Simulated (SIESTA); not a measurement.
Ba2Tl5V3O12:

```
Ba V Tl O
1.0
     4.23698    2.44622    6.12840
    -4.23698    2.44622    6.12840
     0.00000   -4.89244    6.12840
Ba V Tl O
2 3 5 12
Cartesian
  0.0000 0.0000 9.1926
  0.0000 0.0000 0.0000
  0.0000 2.4462 6.1284
  -2.1185 -1.2231 6.1284
  2.1185 -1.2231 6.1284
  0.0000 -2.4462 3.0642
  2.1185 1.2231 3.0642
  -2.1185 1.2231 3.0642
  0.0000 0.0000 13.6133
  0.0000 0.0000 4.7719
  2.6932 -0.0671 7.4143
  -1.2885 2.3659 7.4143
  -1.4047 -2.2988 7.4143
  -1.4047 2.2988 10.9708
  2.6932 0.0671 10.9708
  -1.2884 -2.3659 10.9708
  -2.6932 0.0671 10.9708
  1.2884 -2.3659 10.9708
  1.4047 2.2988 10.9708
  1.4047 -2.2988 7.4143
  -2.6932 -0.0671 7.4143
  1.2885 2.3659 7.4143
```

The cell was built by a generator and needn't be a form met in nature.

Base run:

| Quantity | Value |
| --- | --- |
| Program | SIESTA 5.4.2 |
| Functional | PBE |
| Potentials or basis | PseudoDojo 0.4 standard (PBE files) |
| Basis | DZP (energy shift 0.003 Ry; two zetas on semicore shells; d shell added on Ba) |
| Grid cutoff | 800 Ry |
| Energy shift | 0.003 Ry |
| k mesh | 4 × 4 × 4 |
| Occupations | fermi-dirac, width 0.05 eV |
| Spin | collinear spin, ferromagnetic start |
| Starting moments | [0.0, 0.0, 2.0, 2.0, 2.0, 0.0, 0.0, 0.0, 0.0, 0.0, 0.0, 0.0, 0.0, 0.0, 0.0, 0.0, 0.0, 0.0, 0.0, 0.0, 0.0, 0.0] μB |
| Hubbard terms | V d U = 4 eV |

Its results: band gap on the k mesh none (metal or under the smearing width); pressure 3.1 GPa; net moment 1.39 μB per cell; site moments Ba -0.01; V +0.90; Tl -0.06, -0.01; O -0.09 μB; largest force 0.715 eV/Å.

Q: The run is repeated on the same cell with these changes: hubbard terms from V d U = 4 eV to V d U = 6 eV. What comes out?

A: Band gap on the k mesh none (metal or under the smearing width); pressure 4.4 GPa; net moment 1.56 μB per cell; site moments Ba -0.02, -0.01; V +1.11; Tl -0.06, -0.05; O -0.12 μB; largest force 1.073 eV/Å.

Caveats: this set's barium file shifts pressures by up to 1 GPa against other sets; the basis of atomic orbitals isn't converged, which shifts pressures, moduli and gaps; forces of over 1 eV/Å show positions far from the minimum, so gaps and moduli don't describe the material at rest (some runs).
